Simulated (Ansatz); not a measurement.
# CH4F2Si: vertical ionisation energy

One table from this session's results is given with a row withheld; the runs are named, their logs left out.

Computed with Ansatz 0.2.0, Gaussian basis. Level: unrestricted cation, the program's frozen cores in correlated methods.

Levels to be run: UKS PBE-D4/def2-TZVPP; UKS r2SCAN-D4/def2-TZVPP; UKS PBE0-D4/def2-TZVPP; UKS B3LYP-D4/def2-TZVPP; UKS wB97X-V/def2-TZVPP; UKS wB97M-V/def2-TZVPP; UKS B2PLYP/def2-TZVPP; UHF-CCSD(T)/def2-TZVPP; UHF-CCSD(T)/def2-QZVPP; extrapolation to the limit; then −ε(HOMO) from the neutral's earlier runs with LDA (SPW92), PBE-D4, revPBE-D4, BLYP-D4, r2SCAN-D4, B97M-V, PBE0-D4, B3LYP-D4, r2SCANh-D4, r2SCAN0-D4, HSE06-D4, BHLYP-D4, CAM-B3LYP-D4, LC-ωPBE, ωB97X-V, ωB97M-V.

## Structure used throughout

An earlier PBE0-D4 in a triple-zeta def2 set relaxation fixed the geometry.

8 atoms, charge 0, spin multiplicity 1.

Atoms are counted from 1 here; the program's logs count them from 0.

Bond lengths: C1–Si2 1.840 Å, C1–H5 1.092 Å, C1–H6 1.093 Å, C1–H7 1.093 Å, Si2–F3 1.591 Å, Si2–F4 1.591 Å, Si2–H8 1.477 Å. Angles: Si2–C1–H5 110.7°, Si2–C1–H6 110.6°, Si2–C1–H7 110.6°, H5–C1–H6 108.3°, H5–C1–H7 108.3°, H6–C1–H7 108.2°, C1–Si2–F3 109.8°, C1–Si2–F4 109.8°, C1–Si2–H8 114.8°, F3–Si2–F4 106.8°, F3–Si2–H8 107.6°, F4–Si2–H8 107.6°.

Set-up of the first run:

Contents of in.yaml:

```yaml
crystal:
  periodic: [false, false, false]
  atoms:
    - {symbol: C, position_ang: [-0.387127, 0.881707, -0.174696]}
    - {symbol: Si, position_ang: [0.329275, -0.775158, 0.180617]}
    - {symbol: F, position_ang: [1.916347, -0.678265, 0.226665]}
    - {symbol: F, position_ang: [-0.035361, -1.783927, -0.994005]}
    - {symbol: H, position_ang: [-0.013383, 1.269012, -1.125407]}
    - {symbol: H, position_ang: [-0.122707, 1.590998, 0.613284]}
    - {symbol: H, position_ang: [-1.476818, 0.824375, -0.231365]}
    - {symbol: H, position_ang: [-0.118125, -1.385743, 1.449007]}
basis:
  gaussian: {orbitals: def2-TZVPP}
total_charge: 1
magnetization: {spin_polarized: true, initial_magnetization: 1}
hamiltonian: {xc: pbe, dispersion: d4}
```

The run is started by

```console
$ ansatz run in.yaml --threads 2 --pin off --events-out ev --progress --plain --max-ram 32768MiB --backend cpu
```

Steps of the session up to this table: Cation, UKS PBE-D4/def2-TZVPP; Cation, UKS r2SCAN-D4/def2-TZVPP; Cation, UKS PBE0-D4/def2-TZVPP; Cation, UKS B3LYP-D4/def2-TZVPP; Cation, UKS wB97X-V/def2-TZVPP; Cation, UKS wB97M-V/def2-TZVPP; Cation, UKS B2PLYP (frozen core)/def2-TZVPP; Cation, UHF-CCSD(T)/def2-TZVPP; Cation, UHF-CCSD(T)/def2-QZVPP.

One of the session's tables, all rows but one given; the rest of the session is left out.

For comparison, −ε(HOMO) of the neutral from earlier runs:

```
  functional  −ε(HOMO) (eV)
 LDA (SPW92)           8.00
      PBE-D4           7.91
   revPBE-D4              ?
     BLYP-D4           7.84
   r2SCAN-D4           8.27
      B97M-V           8.35
     PBE0-D4           9.37
    B3LYP-D4           9.17
  r2SCANh-D4           8.80
  r2SCAN0-D4           9.61
    HSE06-D4           8.97
    BHLYP-D4          10.78
CAM-B3LYP-D4          10.83
     LC-ωPBE          12.16
     ωB97X-V          11.82
     ωB97M-V          11.64
```

Q: Estimate the row for revPBE-D4 from the others.

**Answer.** −ε(HOMO) (eV): 7.86. In the column «−ε(HOMO) (eV)» it lies between BLYP-D4 (7.84) and PBE-D4 (7.91).

Caveats from the session: The cation may have settled in a state other than its lowest; no search over hole states beyond the program's own was made.
